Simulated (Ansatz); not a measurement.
# Ge2Sb2Te5 (Cm) in Ansatz: relaxation of cell and atoms with LDA

Aim: the relaxation of cell and atoms of Ge2Sb2Te5 with LDA.

Everything below comes from runs of Ansatz 0.2.0. Logs are shortened: lines on timing, memory, paths and dates and some standing lists are left out, and cuts for length are marked.

### 1 The crystal as given

It takes space group Cm (No. 8, monoclinic). The conventional cell has a = 13.678 Å, b = 6.132 Å, c = 9.672 Å, α = 90.00°, β = 134.93°, γ = 90.00°. Around Te (site symmetry m) lie 2 Ge at 2.85 to 3.19 Å and 3 Sb at 3.07 to 3.14 Å. Te (site symmetry m) has 2 Sb at 2.95 to 3.20 Å and 3 Ge at 3.07 to 3.08 Å as nearest neighbours. Te (site symmetry m) is surrounded by 3 Ge at 2.82 to 3.07 Å and 2 Sb at 3.14 to 3.19 Å. Te (site symmetry m) has 2 Ge at 2.95 to 3.00 Å and 2 Sb at 3.02 to 3.06 Å as nearest neighbours. Te (site symmetry m) is surrounded by 3 Sb at 2.98 to 3.07 Å and 2 Ge at 3.05 to 3.20 Å. Sb (site symmetry m) has 6 Te at 2.95 to 3.19 Å as nearest neighbours. Sb (site symmetry m) has 6 Te at 2.98 to 3.20 Å as nearest neighbours. Ge (site symmetry m) has 6 Te at 2.82 to 3.19 Å as nearest neighbours.

The cell comes from a database or a generator and needn't be the stable form of this composition.

### 2 Relaxation of cell and atoms, LDA

Input file input.yaml:

```yaml
crystal:
  lattice:
    - [6.839136, -3.066006, 0.0]
    - [6.839136, 3.066006, 0.0]
    - [-6.830977, 0.0, 6.847609]
  atoms:
    - { symbol: Te, position: [0.594702, 0.594702, 0.386433] }
    - { symbol: Te, position: [0.795288, 0.795288, 0.196112] }
    - { symbol: Te, position: [0.008324, 0.008324, 0.006435] }
    - { symbol: Te, position: [0.206519, 0.206519, 0.809803] }
    - { symbol: Te, position: [0.399959, 0.399959, 0.597118] }
    - { symbol: Sb, position: [0.901708, 0.901708, 0.587873] }
    - { symbol: Sb, position: [0.11187, 0.11187, 0.417352] }
    - { symbol: Ge, position: [0.284287, 0.284287, 0.18783] }
    - { symbol: Ge, position: [0.497343, 0.497343, 0.011044] }
hamiltonian:
  xc: lda
  pseudopotentials: { kind: paw }
kpoints:
  mp_grid: { grid: [5, 5, 4] }
scf:
  occupations: { method: fermi_dirac, width: 0.05 }
output:
  forces: true
  stress: true
  eigenvalues: true
relax:
  f_tol: 0.01
  max_steps: 40
  cell: { stress_tol: 0.05 }
```

Potentials or basis: Ansatz PAW.

Started as:

```bash
$ ansatz run input.yaml --threads 4 --pin off --max-ram 11264MiB --backend cpu --events-out ev --progress --plain --runs-dir out
```

Standard output:

```text
Warning: RAYON_NUM_THREADS=4 ignored (pool sized by the plan → 4); use --threads N
Engine: ansatz 0.2.0, aarch64-unknown-linux-gnu
Pseudopotentials: kind: paw
Pseudopotential: Te, paw, valence charge 16, recommended cutoff 420 eV (normal), Te.paw.azcp
Pseudopotential: Sb, paw, valence charge 15, recommended cutoff 420 eV (normal), Sb.paw.azcp
Pseudopotential: Ge, paw, valence charge 14, recommended cutoff 420 eV (normal), Ge.paw.azcp
Functional definition: SPW92
  exchange = slater_x
  correlation = pw_c
Crystal: 9 atoms, lattice volume = 287.173 Å³
Basis set: ecut = 420 eV, 5631 PW (Γ)
Bands: 83, of which v1, the nominal top of the filled ones, is band 69 counted from 1 (68 counted from 0)
Symmetry: 2 space group operations
Space group: Cm (ITA 8), of the structure as read, at distance tolerance 6.6e-5 Å
k-points: 33 of 100 (time reversal used)
Non-local potential: Te, projectors of the file, l = 0: 2, l = 1: 2, l = 2: 2, l = 3: 2
Non-local potential: Sb, projectors of the file, l = 0: 2, l = 1: 2, l = 2: 2, l = 3: 2
Non-local potential: Ge, projectors of the file, l = 0: 2, l = 1: 2, l = 2: 3, l = 3: 1
PAW form: soft (Blöchl's): semilocal exchange-correlation on the pseudo side does not see the compensation charge
PAW frozen core: Te, regenerated for the run's functional, and the local potential with it (the file was generated under x = pbe(κ = 0.804, μ = 0.2195149727645171), c = pbe(β = 0.06672455060314922))
PAW frozen core: Sb, regenerated for the run's functional, and the local potential with it (the file was generated under x = pbe(κ = 0.804, μ = 0.2195149727645171), c = pbe(β = 0.06672455060314922))
PAW frozen core: Ge, regenerated for the run's functional, and the local potential with it (the file was generated under x = pbe(κ = 0.804, μ = 0.2195149727645171), c = pbe(β = 0.06672455060314922))
PAW one-centre angular grid: Te, 590 points (default); XC on 64 Gauss nodes
PAW one-centre angular grid: Sb, 590 points (default); XC on 64 Gauss nodes
PAW one-centre angular grid: Ge, 590 points (default); XC on 64 Gauss nodes
Initial density: superposition of atomic densities (neutral atoms: chi_scale 0, normalization atom), corrected by the library's trained network
Initial wavefunctions: pseudopotential atomic-orbital guess
Functional: x = slater, c = lda
SCF iter   1: F=—  HF=-55239.257975 eV  |F-HF|=—  |Δ(HF+E_count)|=         —  Δρ=4.93e-3  dr2=4.70e-2  ethr=1.77e-3  ⟨swp⟩=6.2  Hψ=10281  notcnv=0  defer=24
preconditioner: auto → Resta (q_TF=auto, 2.415 Å⁻¹)  ε∞=4.4  [insulator: Δε(μ)=0.295 eV  Ē_g=8.174 eV  σ=0.050 eV  W_gap=0.90  n_scr=62 (ndim 8)  ℏωp=15.2 eV  f_vac=0.052  D(μ)=0.36/eV (n_scr^D=0)  ε∞_Penn≈4.4]
SCF iter   2: F=—  HF=-55239.238326 eV  |F-HF|=—  |Δ(HF+E_count)|=   1.96e-2  Δρ=2.52e-3  dr2=9.00e-3  ethr=3.40e-5  ⟨swp⟩=2.0  Hψ=4166  notcnv=0  defer=136
SCF iter   3: F=—  HF=-55239.235600 eV  |F-HF|=—  |Δ(HF+E_count)|=   2.73e-3  Δρ=4.52e-4  dr2=6.87e-4  ethr=6.52e-6  ⟨swp⟩=2.1  Hψ=4509  notcnv=0  defer=136
SCF iter   4: F=—  HF=-55239.235437 eV  |F-HF|=—  |Δ(HF+E_count)|=   1.62e-4  Δρ=1.26e-4  dr2=6.01e-5  ethr=4.98e-7  ⟨swp⟩=2.0  Hψ=4502  notcnv=0  defer=136
SCF iter   5: F=—  HF=-55239.235504 eV  |F-HF|=—  |Δ(HF+E_count)|=   6.71e-5  Δρ=3.02e-5  dr2=6.36e-6  ethr=4.36e-8  ⟨swp⟩=2.0  Hψ=3250  notcnv=0  defer=136
[... 157 lines left out ...]
SCF converged after 6 iterations
Free energy (F): -55239.529505 eV
Harris-Foulkes:  -55239.529505 eV  (|F-HF|=1.46e-11)
Internal energy: -55239.520840 eV  (E = F + TS)
E sigma→0 (E₀):  -55239.525173 eV
Entropy (-TS):   -0.008665 eV (-0.963 meV/atom)
Fermi energy:    9.173588 eV
--- Per-component energies (eV) ---
  E_band       = -1914.694168
  E_kinetic    = 1548.581903
  E_local      = -14404.066357  (includes V_loc(G=0)·N_el)
  E_nonlocal   = 42.274573
  E_hartree    = 7632.915443
  E_xc         = -1047.600192
  E_vxc        = -851.600379  (∫ρ·V_xc dr)
  E_paw        = -35274.332460  (= ΣΔE_a)
  E_vpaw       = -3515.714896  (= ΣTr[D̂ρ^β])
  E_aug_tail   = -0.000398  (compensation charges beyond the density's cutoff)
  E_ewald      = -13745.620958
  E_core_change = 8.327605  (= ΣΔE_core)
  E_smearing   = -0.008665  (= −TS)
  E_closure    = 0.000000  (closes the sum)
  Σ components = -55239.529505   (vs F -55239.529505, Δ=0.00e0)
--- Forces (eV/Å), atoms counted from 1 ---
  atom   1  Te    -0.00062676     0.00000000     0.00222294
  atom   2  Te    -0.00000392     0.00000000    -0.00260956
  atom   3  Te     0.00188256     0.00000000     0.00202409
  atom   4  Te    -0.00029931     0.00000000     0.00301658
  atom   5  Te    -0.00128913     0.00000000     0.00147318
  atom   6  Sb    -0.00935003     0.00000000     0.00133639
  atom   7  Sb     0.00814328     0.00000000    -0.00290163
  atom   8  Ge     0.00159610     0.00000000    -0.00305974
  atom   9  Ge    -0.00005133     0.00000000    -0.00150331
  max |Σ_I F_I| component: 1.47e-6 eV/Å
--- Stress (GPa, compression-positive) ---
       -0.025639       0.000000       0.002089
        0.000000      -0.013589       0.000000
        0.002089       0.000000      -0.005968
  P = ⅓ Tr σ = -0.0151 GPa (-0.151 kbar)
--- Band table (eV; the first three rows and the last of 33) ---
  k-point 0: bands = ["-27.7593", "-27.7452", "-27.7059", "-27.6704", "-27.6697", "-27.6665", "-27.6397", "-27.6326", "-27.5769", "-27.5724", "-27.5548", "-27.5521", "-27.5484", "-27.5474", "-27.5450", "-27.4828", "-27.4774", "-27.4675", "-27.4642", "-27.4604", "-27.3022", "-27.2909", "-27.1514", "-27.1336", "-27.0990", "-20.2240", "-20.2178", "-20.2138", "-20.2122", "-20.2066", "-20.2064", "-20.2045", "-20.1954", "-20.1909", "-20.1880", "-15.6390", "-15.6315", "-15.6288", "-15.6268", "-15.6242", "-15.6194", "-15.6174", "-15.6053", "-15.6008", "-15.5969", "-4.2523", "-2.2539", "-2.0688", "-1.9075", "-1.7042", "-0.1847", "0.2963", "0.9002", "2.9931", "3.9087", "4.3184", "4.3448", "4.6960", "4.7844", "5.0551", "5.2168", "5.9760", "7.2730", "7.4615", "7.5605", "8.1690", "8.5018", "8.5825", "8.6459", "10.0362", "10.4689", "11.4467", "11.5166", "12.7168", "12.7759", "13.2753", "13.4608", "13.4985", "13.6428", "13.9683", "14.0965", "14.1389", "14.4583"]
  k-point 1: bands = ["-27.7593", "-27.7452", "-27.7059", "-27.6704", "-27.6697", "-27.6665", "-27.6397", "-27.6326", "-27.5769", "-27.5724", "-27.5548", "-27.5521", "-27.5484", "-27.5474", "-27.5450", "-27.4828", "-27.4774", "-27.4675", "-27.4642", "-27.4604", "-27.3022", "-27.2909", "-27.1514", "-27.1336", "-27.0990", "-20.2240", "-20.2178", "-20.2138", "-20.2122", "-20.2066", "-20.2064", "-20.2045", "-20.1954", "-20.1909", "-20.1880", "-15.6390", "-15.6315", "-15.6288", "-15.6268", "-15.6242", "-15.6194", "-15.6174", "-15.6053", "-15.6008", "-15.5969", "-4.1015", "-2.6749", "-2.1670", "-1.8432", "-1.6966", "-0.1145", "0.6459", "1.1734", "2.8239", "3.7290", "3.7738", "4.2638", "4.2712", "5.1235", "5.8197", "6.1161", "6.1706", "6.7248", "7.0957", "7.3582", "7.9642", "8.3346", "8.4824", "8.7886", "10.2346", "10.8482", "11.2732", "11.4761", "12.2041", "12.2312", "12.6479", "12.8605", "13.3007", "13.8867", "13.9103", "14.2272", "14.3673", "14.7242"]
  k-point 2: bands = ["-27.7593", "-27.7452", "-27.7059", "-27.6704", "-27.6697", "-27.6665", "-27.6397", "-27.6326", "-27.5770", "-27.5724", "-27.5548", "-27.5521", "-27.5484", "-27.5474", "-27.5450", "-27.4828", "-27.4774", "-27.4675", "-27.4642", "-27.4604", "-27.3022", "-27.2909", "-27.1514", "-27.1336", "-27.0990", "-20.2240", "-20.2178", "-20.2137", "-20.2122", "-20.2066", "-20.2064", "-20.2045", "-20.1954", "-20.1909", "-20.1880", "-15.6390", "-15.6315", "-15.6288", "-15.6268", "-15.6242", "-15.6194", "-15.6174", "-15.6053", "-15.6008", "-15.5969", "-3.8445", "-3.1626", "-2.1288", "-1.8244", "-1.7705", "-0.0546", "0.9309", "1.6790", "2.3208", "3.4310", "3.6065", "4.2046", "5.0090", "5.2669", "5.4566", "6.0310", "6.2130", "6.7586", "7.2846", "7.4860", "8.1685", "8.1746", "8.4693", "8.6974", "9.8444", "10.6818", "10.8445", "11.6114", "11.7222", "11.8211", "12.8840", "13.1029", "13.1595", "13.5959", "13.7396", "14.1993", "14.2203", "14.7677"]
  k-point 32: bands = ["-27.7591", "-27.7452", "-27.7058", "-27.6703", "-27.6697", "-27.6663", "-27.6397", "-27.6326", "-27.5769", "-27.5724", "-27.5548", "-27.5520", "-27.5484", "-27.5474", "-27.5450", "-27.4827", "-27.4774", "-27.4675", "-27.4642", "-27.4604", "-27.3022", "-27.2909", "-27.1514", "-27.1336", "-27.0990", "-20.2250", "-20.2171", "-20.2146", "-20.2124", "-20.2067", "-20.2060", "-20.2047", "-20.1953", "-20.1909", "-20.1879", "-15.6391", "-15.6317", "-15.6288", "-15.6267", "-15.6241", "-15.6194", "-15.6175", "-15.6054", "-15.6008", "-15.5969", "-3.6389", "-3.1942", "-2.0902", "-1.9753", "-1.7852", "-0.1409", "0.4362", "1.3848", "1.8986", "3.5507", "4.3639", "4.9170", "5.1405", "5.1988", "5.9492", "6.1254", "6.6265", "6.9481", "7.1696", "7.2946", "8.2148", "8.4780", "8.4912", "8.7979", "9.6802", "10.4692", "11.1715", "11.2872", "11.3848", "11.5340", "12.1219", "12.2878", "13.0800", "13.2354", "13.5347", "13.9032", "13.9756", "14.2852"]
--- Relaxed structure (12 steps of the walk, 10 accepted, 1 SCFs on fresh bases) ---
  F+E_penalty+E_count = -55239.52950531 eV   max|allowed force component| = 9.350e-3 eV/Å   (the final SCF, on the basis selected at the relaxed cell)
  cell:  # Å, volume = 262.6475 Å³
    - [6.6507862597350735, -2.9832780725794525, -0.028712113430347835]
    - [6.6507862597350735, 2.9832780725794525, -0.028712113430347835]
    - [-6.671599643361528, 0.0, 6.647561770335813]
  atoms:
    - { symbol: Te, position: [0.5969907934290488, 0.5969907934290488, 0.39276772163246376] }
    - { symbol: Te, position: [0.7944049091964172, 0.7944049091964172, 0.18336991931911012] }
    - { symbol: Te, position: [0.0006002456410987205, 0.0006002456410987205, -0.00101976566573613] }
    - { symbol: Te, position: [0.21308512096635818, 0.21308512096635818, 0.8164631440286617] }
    - { symbol: Te, position: [0.4116555938220275, 0.4116555938220275, 0.6024072669344714] }
    - { symbol: Sb, position: [0.8940545895086491, 0.8940545895086491, 0.5775610695865506] }
    - { symbol: Sb, position: [0.1130164549637723, 0.1130164549637723, 0.4248985834004154] }
    - { symbol: Ge, position: [0.27888705163560895, 0.27888705163560895, 0.191702723682896] }
    - { symbol: Ge, position: [0.4973052408370194, 0.4973052408370194, 0.011849337081166592] }
```

Run time: 6.5 min. Hardware: 4 threads of Arm Neoverse V1, shared host; peak memory 1.2 GiB.

What came out:

```
Free energy                            : -55239.5295 eV
Relaxed volume                         : 29.18 Å³/atom
Relaxed cell                           : a = 7.289 Å, b = 7.289 Å, c = 9.418 Å, α = 130.47°, β = 130.47°, γ = 48.32°
Space group after relaxing (to 0.05 Å) : Cm (No. 8)
Energy gained by relaxing              : 32.7 meV/atom
Ionic steps                            : 11
Pressure after relaxing                : 0.0 GPa
Largest force after relaxing           : 0.009 eV/Å
Band gap on the k mesh                 : 0.14 eV, indirect (least direct gap 0.22 eV)
```

Forces on the atoms (eV/Å):
```
Te  -0.001  0.000  0.002
Te   0.000  0.000 -0.003
Te   0.002  0.000  0.002
Te   0.000  0.000  0.003
Te  -0.001  0.000  0.001
Sb  -0.009  0.000  0.001
Sb   0.008  0.000 -0.003
Ge   0.002  0.000 -0.003
Ge   0.000  0.000 -0.002
```

Step by step:
```tsv
step	energy change (eV)	largest force (eV/Å)	volume (Å³)
1	0.0000	0.2418	287.17
2	-0.1836	0.4241	250.72
3	-0.2920	0.0562	263.94
4	-0.2958	0.0389	262.07
5	-0.2963	0.0608	262.11
6	-0.2976	0.0487	261.73
7	-0.2983	0.0427	262.05
8	-0.2989	0.0207	262.32
9	-0.2991	0.0105	262.51
10	-0.2992	0.0095	262.65
11	-0.2940	0.0094	262.65
```

Final structure:
```yaml
crystal:
  lattice:
    - [6.65079, -2.98328, -0.02871]
    - [6.65079, 2.98328, -0.02871]
    - [-6.67160, 0.00000, 6.64756]
  atoms:
    - { symbol: Te, position: [0.59699, 0.59699, 0.39277] }
    - { symbol: Te, position: [0.79440, 0.79440, 0.18337] }
    - { symbol: Te, position: [0.00060, 0.00060, 0.99898] }
    - { symbol: Te, position: [0.21309, 0.21309, 0.81646] }
    - { symbol: Te, position: [0.41166, 0.41166, 0.60241] }
    - { symbol: Sb, position: [0.89405, 0.89405, 0.57756] }
    - { symbol: Sb, position: [0.11302, 0.11302, 0.42490] }
    - { symbol: Ge, position: [0.27889, 0.27889, 0.19170] }
    - { symbol: Ge, position: [0.49731, 0.49731, 0.01185] }
```

Caveat: odd divisions of the mesh miss points on the zone boundary, where band edges often lie, so the gap on the mesh can be too wide; the plane-wave basis is chosen anew once the cell has moved, so the energies of steps on either side of that aren't comparable; spin-orbit coupling is left out, which moves the levels of the heavy elements; the PAW data sets come from PBE, with cores solved anew for the run's functional, which leaves a small shift of forces and pressure. A k mesh can miss the band edges.
